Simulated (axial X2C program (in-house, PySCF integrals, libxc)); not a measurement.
# A two-component session on InF⁺: properties at the nuclei

Wanted for InF⁺: properties at the nuclei, at the two-component level.

Program: an in-house X2C program for linear molecules on PySCF integrals. Level of theory: two-component X2C with atomic mean-field terms, In dyall-acv3z, F dyall-av3z. These are calculated values, not measurements.

## (1) Set-up

task.json

```json
{"zs": [49, 9], "q": 1, "bas": ["dyall-acv3z", "dyall-av3z"], "r0": 2.06, "levels": ["PBE0", "HF", "B3LYP"], "nst": 1, "ff": 1, "thr": -3.5, "nmax": 130, "opt": {"ecut": 60}}
```

Keys: zs atomic numbers; q charge; bas basis sets; r0 starting distance in Å; levels methods (HF also brings MP2); nst determinants followed; ff finite-field run; thr threshold in hartree for freezing inner shells (an s shell follows its p shell); nmax most natural virtual spinors; ecut virtual cutoff in hartree.

On the command line:

```
> python soeom.py task.json out
```

Nuclei are Gaussian, cores are contracted, and the Gaunt term is on.

## (2) Expectation values, lowest determinant

R = 1.916 Å. State: Ω = 1/2 (excess of +ω over −ω: ω = 1/2).

Output of the PBE0 run:

```text
two-component X2C + atomic mean field  PBE0
basis functions 199  fitting functions 1022  grid points 5078
iter        total energy     max residual
   1      -5977.792348426     5.39e-06
   2      -5977.792348428     5.05e-06
converged
one-electron -8453.00606103  Coulomb 2527.77820696  exact exchange -42.10301092  xc functional -128.97770692  nuclear repulsion 121.79913884  atomic mean-field constant -3.28291536
```

The highest occupied spinor is 56% In s, 21% F p, 18% In p.

```csv
level,Eeff magnitude (GV/cm),Ws magnitude In (kHz),A∥/gI In (MHz),qzz In (a.u.),A∥/gI F (MHz),qzz F (a.u.)
PBE0,17.9,20.7,8420,-3.47,195,2.34
HF,20.1,23.3,9420,-5.07,176,1.85
B3LYP,17.3,20,8130,-3.18,213,2.45
```

Eeff is the effective electric field on the electron dipole moment in this Ω state and Ws the scalar–pseudoscalar constant (defined with the proton number Z and per Ω); A∥ is the parallel hyperfine constant, which follows by multiplying with the nuclear g factor gI = μI/(I μN); qzz is the electric field gradient, eQq0 = 234.96 MHz × Q/barn × qzz. The operators were transformed with the bare-nucleus X2C matrices.

## (3) Finite-field coupled cluster

Output:

```text
two-component X2C + atomic mean field  HF
basis functions 199  fitting functions 1022  grid points 5078
iter        total energy     max residual
   1      -5975.123674255     2.47e-01
   2      -5975.153739045     7.14e-03
   3      -5975.155432157     7.03e-03
   4      -5975.155925978     2.46e-03
   5      -5975.156164842     2.36e-03
   6      -5975.156302916     1.65e-03
   7      -5975.156383396     9.58e-04
   8      -5975.156429471     3.35e-04
   9      -5975.156436624     7.59e-05
  10      -5975.156437130     3.57e-05
  11      -5975.156437203     1.45e-05
  12      -5975.156437219     6.47e-06
  13      -5975.156437222     3.82e-06
  14      -5975.156437222     2.20e-06
  15      -5975.156437222     8.66e-07
converged
one-electron -8452.48118591  Coulomb 2527.37933390  exact exchange -168.57080869  xc functional 0.00000000  nuclear repulsion 121.79913884  atomic mean-field constant -3.28291536
correlated 19  virtual 307  natural virtual 130  E(MP2) -0.725201397  MP2 remainder -0.024210950
iter   CCSD correlation   residual
   1     -0.653924725   1.41e-01
   2     -0.666421433   6.96e-02
   3     -0.670497319   2.32e-02
   4     -0.670724553   1.08e-02
   5     -0.670651862   4.10e-03
   6     -0.670689196   2.16e-03
   7     -0.670699572   9.66e-04
   8     -0.670693542   3.46e-04
   9     -0.670702351   1.20e-04
  10     -0.670698585   4.39e-05
  11     -0.670699203   1.80e-05
  12     -0.670698993   9.67e-06
  13     -0.670698922   5.71e-06
  14     -0.670698992   3.51e-06
  15     -0.670698939   2.22e-06
  16     -0.670698941   1.03e-06
(T) -0.021057176  T1 0.0282  D1 0.0896  max T2 0.045
```

T1 in the output is the amplitude norm over the root of the electron number; divide by √2 for the Lee–Taylor value.

19 electrons correlated in 130 natural virtual spinors, MP2 remainder added; T1 = 0.020.

```csv
level,Eeff magnitude (GV/cm),Ws magnitude In (kHz),A∥/gI In (MHz),qzz In (a.u.),A∥/gI F (MHz)
HF,20.1,23.3,9420,-5.07,176
MP2,19.3,22.4,9620,-4.09,157
CCSD,19.1,22.2,9160,-4.21,178
CCSD(T),18.6,21.6,9080,-4.04,180
```

## (4) Results

| quantity | value |
| --- | --- |
| lowest determinant | Ω = 1/2 (excess of +ω over −ω: ω = 1/2) |
| Eeff magnitude (GV/cm), PBE0 | 17.9 |
| Ws magnitude In (kHz), PBE0 | 20.7 |
| A∥/gI In (MHz), PBE0 | 8420 |
| qzz In (a.u.), PBE0 | -3.47 |
| Eeff magnitude (GV/cm), CCSD(T) | 18.6 |
| Ws magnitude In (kHz), CCSD(T) | 21.6 |
| A∥/gI In (MHz), CCSD(T) | 9080 |
| qzz In (a.u.), CCSD(T) | -4.04 |

What this shows: In the first state, the effective field runs from 17.3 to 20.1 GV/cm over the mean-field levels. The expectation values come from single determinants, which for open shells can mix terms of unlike spin or miss the lowest Ω, so a determinant need not be a state. Eeff is the effective electric field on the electron dipole moment in this Ω state and Ws the scalar–pseudoscalar constant (defined with the proton number Z and per Ω); A∥ is the parallel hyperfine constant, which follows by multiplying with the nuclear g factor gI = μI/(I μN); qzz is the electric field gradient, eQq0 = 234.96 MHz × Q/barn × qzz. The operators were transformed with the bare-nucleus X2C matrices. Correlation of the inner shells is missing, which matters for properties at the nucleus.
